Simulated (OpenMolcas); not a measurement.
**Ta⁴⁺ among point charges: CASSCF levels and susceptibility**

How does a field of 6 point charges split the states of Ta⁴⁺, and what χT follows?

The numbers are computed with OpenMolcas 26.06 (state-averaged CASSCF, spin-orbit coupling by RASSI with atomic mean-field integrals), except any that are marked as measured or tabulated.

1 further run of the same task is left out (it didn't finish).

## Step 1: The atom as given

* Species: Ta⁴⁺ (tantalum, Z = 73, 69 electrons)
* Basis: ANO-RCC-VTZP [8s7p5d3f2g1h], 104 functions
* Scalar Hamiltonian: DKH2, point nucleus
* Inactive shells: 1s 2s 2p 3s 3p 3d 4s 4p 4d 4f 5s 5p
* Active space: 1 electron in 5 orbitals (5d)
* Some configurations of this space: 5d
* Orbitals: optimised for each spin and parity, averaged over all roots

The outer shells:

5d
```
5d [↑ ][  ][  ][  ][  ]
```

The ion sits among 6 point charges of -1.7 e arranged as a tetragonal octahedron (D4h), 1.83 Å from the ion, with the axial distance 1.922 Å. The active orbitals were held to one l.

The work runs as a chain of OpenMolcas steps in one folder; each step below is one input file. Labels, J, g values, rates, χT and fits are worked out afterwards by a script from the matrices that RASSI stores. The input lists half of the charges; inversion (Group=XYZ) makes the rest.

## Step 2: Basis and integrals

File a.inp:

```
&GATEWAY
Coord
1

Ta 0.0 0.0 0.0
Basis=ANO-RCC-VTZP
Group=XYZ
NoMove
AngMom=0.0 0.0 0.0
AMFI
XField
3 Angstrom 0
1.830000 0.000000 0.000000 -1.700000
0.000000 1.830000 0.000000 -1.700000
0.000000 0.000000 1.921500 -1.700000
&SEWARD
```

Standard output:

```text
Basis set label: TA.ANO-RCC...8S7P5D3F2G1H.

      Electronic valence basis set:
      ------------------
      Associated Effective Charge  73.000000 au
      Associated Actual Charge     73.000000 au
      Nuclear Model: Point charge

      Shell  nPrim  nBasis  Cartesian Spherical Contaminant
         s      24       8        X
         p      21       7        X
         d      15       5                 X
         f      11       3                 X
         g       4       2                 X
         h       2       1                 X
                  Relativistic Douglas-Kroll-Hess integrals:
                    - DKH order of Hamiltonian: 2
                    - DKH order of Properties : 0
                  Atomic mean-field integrals
```

## Step 3: CASSCF: doublets of even parity, 5 roots

File a.inp:

```
&RASSCF
FileOrb=start.orb
Symmetry=1
Spin=2
nActEl=1 0 0
Inactive=15 19
Ras2=5 0
CIRoot=5 5 1
SDav=5
CIMx=300
Iter=120 100
PrWF=0.3
OrbListing=Nothing
MaxOrb=0
SupSym
1
25 4 5 6 7 8 10 11 12 13 14 16 17 18 19 20 24 25 26 27 28 29 30 31 32
33
0
>>> COPY $Project.JobIph JOB001
```

start.orb holds the contracted functions of the basis, ordered by shell, or the orbitals of the step before.

Standard output (excerpt; [...] marks lines left out):

```text
[...]
      Number of active orbitals                  5
[...]
      Spin quantum number                      0.5
[...]
      Active orbitals                            5   0
[...]
      Number of CSFs                             5
      Number of root(s) required                 5
[...]
      Convergence after 14 iterations
[...]
      Natural orbitals and occupation numbers for root  1
      sym 1:   0.000000   1.000000  -0.000000  -0.000000   0.000000
      Natural orbitals and occupation numbers for root  2
      sym 1:   0.000000   0.000000   0.000000   1.000000  -0.000000
      Natural orbitals and occupation numbers for root  3
      sym 1:   1.000000  -0.000000   0.000000   0.000000   0.000000
::    RASSCF root number  1 Total energy: -15598.69493303
::    RASSCF root number  2 Total energy: -15598.69493303
::    RASSCF root number  3 Total energy: -15598.68567159
::    RASSCF root number  4 Total energy: -15598.59914302
::    RASSCF root number  5 Total energy: -15598.57487783
```

## Step 4: State interaction with spin-orbit coupling

File a.inp:

```
&RASSI
NrOfJobIphs=1 5
1 2 3 4 5
IphNames
JOB001
EJob
SpinOrbit
DIPRint=1.0
SOCoupling=1000.0
Subsets=2
Property=9
'ANGMOM' 1 'ANGMOM' 2 'ANGMOM' 3 'MLTPL  1' 1 'MLTPL  1' 2 'MLTPL  1' 3
'AMFI' 1 'AMFI' 2 'AMFI' 3
SOProperty=3
'ANGMOM' 1 'ANGMOM' 2 'ANGMOM' 3
```

Standard output (excerpt; [...] marks lines left out):

```text
SPIN-FREE ENERGIES:
  (Shifted by EMIN (a.u.) =     -15598.6949330350)
 SF State       Relative EMIN(au)   Rel lowest level(eV)    D:o, cm**(-1)      L_eff
     1             0.0000000000        0.0000000000              0.0000         2.0
     2             0.0000000000        0.0000000000              0.0000         2.0
     3             0.0092614416        0.2520166644           2032.6515         2.0
     4             0.0957900190        2.6065792069          21023.4791         1.9
     5             0.1200552018        3.2668684664          26349.0712         1.9
     Dipole printing threshold changed to   1.00000000E+00
Eigenvalues of complex Hamiltonian:
   -----------------------------------
  (Shifted by EMIN (a.u.) =     -15598.6949330350)
 SO State       Relative EMIN(au)   Rel lowest level(eV)    D:o, cm**(-1)     J-value
     1            -0.0073224610        0.0000000000              0.0000         1.7
     2            -0.0073224610        0.0000000000              0.0000         1.7
     3            -0.0021009285        0.1420851376           1145.9939         1.2
     4            -0.0021009285        0.1420851376           1145.9939         1.2
     5             0.0148714589        0.6039273267           4871.0024         1.8
     6             0.0148714589        0.6039273267           4871.0024         1.8
     7             0.0978209457        2.8610978506          23076.3104         2.2
     8             0.0978209457        2.8610978506          23076.3104         2.2
     9             0.1218376473        3.5146255926          28347.3671         1.2
    10             0.1218376473        3.5146255926          28347.3671         1.2
Weights of the five most important spin-orbit-free states for each spin-orbit state.
[...]
```

These steps: 4.1 s of run time, 1 thread, shared host.

Spin-free states, with their symmetry labels:

| state | degeneracy | E (cm-1) | free-ion L (%) |
| --- | --- | --- | --- |
| 2E | 2 | 0 | D (100) |
| 2B2 | 1 | 2033 | D (100) |
| 2A1 | 1 | 21023 | D (100) |
| 2B1 | 1 | 26349 | D (100) |

With spin-orbit coupling:

```csv
E (cm-1),Degeneracy,Label,2S+1,g
0.0,2,E1/2,2,0.04 0.62 0.62
1146,2,E3/2,2,0.36 0.36 2.11
4871,2,E3/2,2,0.64 2.51 2.51
23076,2,E1/2,2,1.96 2.62 2.62
28347,2,E3/2,2,2.15 2.15 2.76
```

Principal g values are given for doublets only; a zero marks a field direction without first-order Zeeman splitting.

Powder χT (cm³ K/mol): 0.02 at 2 K, 0.02 at 5 K, 0.03 at 10 K, 0.03 at 20 K, 0.03 at 50 K, 0.03 at 100 K, 0.04 at 150 K, 0.05 at 200 K, 0.05 at 250 K, 0.06 at 300 K.

Orbitals of the lowest block (energies include the constant potential of the surroundings):

| shell | space | energy (hartree) | mean occupation | ⟨r²⟩ (bohr²) |
| --- | --- | --- | --- | --- |
| 1s | inactive | -2484.5428 | 2.000 | 0.000446 |
| 2s | inactive | -431.1635 | 2.000 | 0.00729 |
| 2p | inactive | -379.0694 | 6.000 | 0.00601 |
| 3s | inactive | -99.9956 | 2.000 | 0.0477 |
| 3p | inactive | -84.1129 | 6.000 | 0.0483 |
| 3d | inactive | -64.8515 | 10.000 | 0.0404 |
| 4s | inactive | -20.4856 | 2.000 | 0.238 |
| 4p | inactive | -15.1513 | 6.000 | 0.270 |
| 4d | inactive | -8.0516 | 10.000 | 0.318 |
| 4f | inactive | -0.1578 | 14.000 | 0.485 |
| 5s | inactive | -1.8396 | 2.000 | 1.38 |
| 5p | inactive | -0.3908 | 6.000 | 1.82 |
| 5d | RAS2 |  | 1.000 | 4.15 |

## Step 5: What came out

| quantity | value |
| --- | --- |
| method | CASSCF |
| spin-free ground state | 2E, 2-fold in its orbital part |
| first state of the same spin within the active space | 2B2 at 2030 cm⁻¹ |
| lowest level | 2-fold E1/2, g = 0.04, 0.62, 0.62 |
| next level | 1146.0 cm⁻¹ |
| χT at 300 K | 0.06 cm³ K/mol |
| effective moment at 300 K | 0.68 μB |

In words: The spin-free ground state (2E) comes to 100 % from free-ion D terms and keeps the highest spin of the shell. χT at 300 K is 0.06, against 0.38 cm³ K/mol for the spin alone, so orbital moment lowers it. The field of point charges can differ much from that of real complexes. This is an electrostatic model: the charges have no orbitals.
